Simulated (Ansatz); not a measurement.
# TiZn3: the cost of one run

Computed with Ansatz 0.2.0 (DFT r2SCAN, scalar-relativistic, plane waves, PAW, unless a step's input says otherwise).

1 further run of the same task is left out (set aside as unsound or not needed).

## (1) Starting point

It takes space group Pm-3m (No. 221, cubic). The conventional cell has a = 3.879 Å, b = 3.879 Å, c = 3.879 Å, α = 90.00°, β = 90.00°, γ = 90.00°. Around Ti (site symmetry m-3m) lie 12 Zn at 2.74 Å. Around Zn (site symmetry 4/mmm) lie 4 Ti at 2.74 Å and 8 Zn at 2.74 Å.

Coordinates:

```cif
data_structure
_symmetry_space_group_name_H-M 'P 1'
_symmetry_Int_Tables_number 1
_cell_length_a 3.8786
_cell_length_b 3.8786
_cell_length_c 3.8786
_cell_angle_alpha 90.000
_cell_angle_beta 90.000
_cell_angle_gamma 90.000
_cell_volume 58.35
loop_
_atom_site_label
_atom_site_type_symbol
_atom_site_fract_x
_atom_site_fract_y
_atom_site_fract_z
_atom_site_occupancy
Ti1 Ti 0.00000 0.00000 0.00000 1
Zn1 Zn 0.00000 0.50000 0.50000 1
Zn2 Zn 0.50000 0.00000 0.50000 1
Zn3 Zn 0.50000 0.50000 0.00000 1
```

This cell was relaxed beforehand with the same method: volume 14.59 Å³/atom, gap on the mesh none (metal).

## (2) Bands, states and charges

File input.yaml:

```yaml
crystal:
  lattice:
    - [3.8786029298, 0.0, 0.0]
    - [0.0, 3.8786029298, 0.0]
    - [0.0, 0.0, 3.8786029298]
  atoms:
    - { symbol: Ti, position: [0.0, 0.0, 0.0] }
    - { symbol: Zn, position: [0.0, 0.5, 0.5] }
    - { symbol: Zn, position: [0.5, 0.0, 0.5] }
    - { symbol: Zn, position: [0.5, 0.5, 0.0] }
basis:
  ecutwfc: 500
kpoints:
  mp_grid: { grid: [10, 10, 10] }
  band_path:
    path:
      - [[0.0, 0.0, 0.0], [0.0, 0.5, 0.0], [0.5, 0.5, 0.0], [0.0, 0.0, 0.0], [0.5, 0.5, 0.5], [0.0, 0.5, 0.0]]
      - [[0.5, 0.5, 0.5], [0.5, 0.5, 0.0]]
    npoints: 14
hamiltonian:
  xc: r2scan
scf:
  occupations: { method: gaussian, width: 0.1 }
  n_extra_bands: 10
output:
  forces: true
  stress: true
  eigenvalues: true
  populations: true
  dos: { projected: true, de: 0.02, nscf_kmesh: { grid: [15, 15, 15] } }
  bader: true
  write_density: true
  write_potential: true
  elf: true
  volumetric_format: npy
```

On the command line:

```console
> ansatz run input.yaml --threads 1 --pin off --max-ram 2560MiB --backend cpu --events-out ev --progress --plain --runs-dir out
```

**Question.** How long does this run take on 1 thread of Arm Neoverse V2, shared host, and how much memory does it need?

About 53 s, with a peak of 0.52 GiB.
